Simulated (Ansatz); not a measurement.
**Pd(PH3)2 (P₂PdH₆): geometry, orbitals and charge**

What does Pd(PH3)2 (P₂PdH₆) look like as a singlet, and where do its frontier electrons sit?

Computed with Ansatz 0.2.0, Gaussian basis. Level: RKS PBE0-D4/def2-TZVP.

Levels to be run: relaxation at PBE0-D4/def2-SVP; a search for the lowest solution at PBE0-D4/def2-SVP; a single point at PBE0-D4/def2-TZVP.

5 further runs of the same task are left out: 1 that didn't finish, 4 set aside as unsound or not needed. Runs told in other sessions of the task aren't counted.

### Step 1. Where the work starts

9 atoms, charge 0, spin multiplicity 1.

Atoms are counted from 1 here; the program's logs count them from 0.

Bond lengths: Pd1–P2 2.257 Å, Pd1–P6 2.257 Å, P2–H3 1.396 Å, P2–H4 1.396 Å, P2–H5 1.395 Å, P6–H7 1.396 Å, P6–H8 1.396 Å, P6–H9 1.395 Å. Angles: P2–Pd1–P6 178.9°, Pd1–P2–H3 121.4°, Pd1–P2–H4 121.4°, Pd1–P2–H5 122.6°, H3–P2–H4 94.8°, H3–P2–H5 94.8°, H4–P2–H5 94.8°, Pd1–P6–H7 122.1°, Pd1–P6–H8 121.9°, Pd1–P6–H9 121.3°, H7–P6–H8 94.8°, H7–P6–H9 94.8°, H8–P6–H9 94.8°.

Formally the metal is d10. Pd takes a core potential in the def2 sets. No spin-orbit coupling is included.

The start is a GFN2-xTB geometry.

### Step 2. Relaxation at PBE0-D4/def2-SVP

File in.yaml:

```yaml
crystal:
  periodic: [false, false, false]
  atoms:
    - {symbol: Pd, position_ang: [0.011390, 0.028240, -0.000110]}
    - {symbol: P, position_ang: [0.002410, -0.004770, 2.256930]}
    - {symbol: H, position_ang: [0.777440, -0.918100, 2.973510]}
    - {symbol: H, position_ang: [-1.167460, -0.257080, 2.975340]}
    - {symbol: H, position_ang: [0.377300, 1.096320, 3.026780]}
    - {symbol: P, position_ang: [0.003750, 0.020130, -2.257080]}
    - {symbol: H, position_ang: [1.142260, 0.326380, -3.003850]}
    - {symbol: H, position_ang: [-0.845900, 0.845170, -2.995420]}
    - {symbol: H, position_ang: [-0.301180, -1.136290, -2.976100]}
basis:
  gaussian: {orbitals: def2-SVP}
hamiltonian: {xc: pbe0, dispersion: d4}
scf: {omitted_lower_state_checks: [starts]}
output: {orbitals: {seedname: orbitals}}
relax: {f_tol: 0.02, max_steps: 100}
```

Command:

```sh
ansatz run in.yaml --threads 4 --pin off --events-out ev --progress --plain --max-ram 3916MiB
```

The runs that follow: Searching for the lowest solution, PBE0-D4/def2-SVP; Single point, PBE0-D4/def2-TZVP.

Before running them: what should the planned runs give, taken together? Wanted: point group; near neighbours of the metal; HOMO, LUMO at PBE0-D4/def2-TZVP; charge on the metal; dipole at PBE0-D4/def2-SVP.

**Answer**, as computed:

```
                                         quantity             value
                                      point group                D3
                     near neighbours of the metal  P 2.26, P 2.26 Å
                  HOMO, LUMO at PBE0-D4/def2-TZVP   -5.45, -0.46 eV
charge on the metal (Mulliken, PBE0-D4/def2-TZVP)           -0.09 e
                       dipole at PBE0-D4/def2-SVP            0.04 D
```

**Reading.** The molecule keeps its bonding pattern by the stored test; the atoms moved 0.03 Å (rms). The Mulliken charge of the metal, -0.09 e, depends on the basis and isn't its oxidation state. No usable vibrations, so a minimum isn't proven. Whether this spin is the lowest isn't tested here.
